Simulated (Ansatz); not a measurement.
# ScPtC2N2: the cost of one run

Computed with Ansatz 0.2.0 (DFT PBE, scalar-relativistic, plane waves, PAW, unless a step's input says otherwise).

**1. Starting point**

It takes space group P-1 (No. 2, triclinic). The conventional cell has a = 3.484 Å, b = 3.633 Å, c = 9.081 Å, α = 98.34°, β = 90.51°, γ = 112.76°. Sc (site symmetry -1) has 2 C at 2.02 Å as nearest neighbours. Around Pt (site symmetry -1) lie 2 N at 2.01 Å. C (site symmetry 1) has 1 N at 1.17 Å as nearest neighbours. N (site symmetry 1) is surrounded by 1 C at 1.17 Å.

Structure file:

```cif
data_structure
_symmetry_space_group_name_H-M 'P 1'
_symmetry_Int_Tables_number 1
_cell_length_a 3.4840
_cell_length_b 3.6329
_cell_length_c 9.0806
_cell_angle_alpha 98.344
_cell_angle_beta 90.511
_cell_angle_gamma 112.760
_cell_volume 104.60
loop_
_atom_site_label
_atom_site_type_symbol
_atom_site_fract_x
_atom_site_fract_y
_atom_site_fract_z
_atom_site_occupancy
Sc1 Sc 0.00000 0.00000 0.00000 1
Pt1 Pt 0.50000 0.50000 0.50000 1
C1 C 0.80556 0.80556 0.19444 1
C2 C 0.19444 0.19444 0.80556 1
N1 N 0.69305 0.69305 0.30695 1
N2 N 0.30695 0.30695 0.69305 1
```

Recipe of the guess: packed cyanide-bridged chains (P-1, No. 2). Its size is a rough estimate.

**2. Probe: one point on a coarse mesh**

input.yaml reads:

```yaml
crystal:
  lattice:
    - [3.48395448, 0.0, 0.0]
    - [-1.40550067, 3.35005226, 0.0]
    - [-0.08091754, -1.46295897, 8.96165382]
  atoms:
    - { symbol: Sc, position: [0.0, 0.0, 0.0] }
    - { symbol: Pt, position: [0.5, 0.5, 0.5] }
    - { symbol: C, position: [0.80555823, 0.80555823, 0.19444177] }
    - { symbol: C, position: [0.19444177, 0.19444177, 0.80555823] }
    - { symbol: "N", position: [0.69304741, 0.69304741, 0.30695259] }
    - { symbol: "N", position: [0.30695259, 0.30695259, 0.69304741] }
basis:
  ecutwfc: 420
kpoints:
  mp_grid: { grid: [6, 6, 2] }
hamiltonian:
  xc: pbe
scf:
  occupations: { method: gaussian, width: 0.1 }
  lower_state_search: "off"
output:
  forces: true
  stress: true
  eigenvalues: true
```

The run is started by

```bash
$ ansatz run input.yaml --threads 1 --pin off --max-ram 2560MiB --backend cpu --events-out ev --progress --plain --runs-dir out
```

**Question.** How long does this run take on 1 thread of Arm Neoverse V1, shared host, and how much memory does it need?

About 6.8 s, with a peak of 0.42 GiB.
